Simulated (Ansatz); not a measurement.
I need a comparison of functionals at one structure of TaF3, space group Pm-3m. Use Ansatz's Python interface. Use (first run): LDA, PAW, the default cutoff (420 eV here), 4×4×4 k-points, cold smearing of 0.1 eV. The script varies functional: lda, rpbe, blyp.

`taf3.extxyz`
```text
4
Lattice="3.9012 0.0 0.0 0.0 3.9012 0.0 0.0 0.0 3.9012" Properties=species:S:1:pos:R:3 pbc="T T T"
Ta    0.00000000    0.00000000    0.00000000
F     1.95060000    0.00000000    0.00000000
F     0.00000000    1.95060000    0.00000000
F     0.00000000    0.00000000    1.95060000
```

`taf3.py`:
```python
import ansatz

xtal = ansatz.Crystal.from_extxyz('taf3.extxyz')

job = xtal.calculation()
job = job.accuracy('medium')
job = job.kpoints(4, 4, 4, center='gamma')
job = job.occupations('cold').mixing('anderson', preconditioner='none')
job = job.scf(extra_bands=16, lower_state_search='light')
job = job.stress()

rows = []
for value in ['lda', 'rpbe', 'blyp']:
    report = job.functional(value).run(threads=1).report
    rows.append((value, report['free_energy_ev'] / len(report['lattice']['sites']), report['n_iterations'], sum(report['stress_gpa'][i][i] for i in range(3)) / 3, report['n_kpoints']))

print('  functional   F/atom (eV)    iterations       P (GPa)      k-points')
for row in rows:
    print(f'{str(row[0]):>12s}  {row[1]:12.5f}  {row[2]:12d}  {row[3]:12.3f}  {row[4]:12d}')
```

```console
$ python taf3.py
DeckWarning: basis.ecutwfc = 420 eV, auto-derived from the records' recommended cutoffs: set by Ta (normal level)
  functional   F/atom (eV)    iterations       P (GPa)      k-points
         lda   -3016.20406             7        15.684            10
        rpbe   -3094.08638             6        29.229            10
        blyp   -3097.40253             7        29.750            10
```
(Warnings from the package without file and line.)

From lowest to highest: LDA (15.7 GPa), RPBE (29.2 GPa) and BLYP (29.7 GPa). At a fixed cell a lower pressure usually means a smaller equilibrium volume, so LDA prefers the smallest cell and BLYP the largest.

The run is spin-unpolarised. BLYP can be off by several per cent in the lattices of metals, and by several GPa in the pressure at a fixed cell. For a metal this k-point mesh is coarse: on a finer one energies can move by several to tens of meV an atom and pressures by half a GPa or more, differences at one mesh by less. Pressure is positive in compression. Spin-orbit coupling, which matters for elements this heavy, is left out. At these settings the cell as given stands under about 16 GPa, so it isn't at this functional's equilibrium volume and may be a high-pressure phase. The structure is a deposited one; some such entries were measured under pressure or heat, so a shift against it needn't be the functional's error alone. Total energies of different functionals can't be compared; pressures, moments and gaps at this one structure can. Timing: 2 s on 1 thread of Intel(R) Xeon(R) 6975P-C (Granite Rapids), on a shared host, peak memory 0.38 GiB.

(Lines on the test bed's own set-up are left out of the output.)
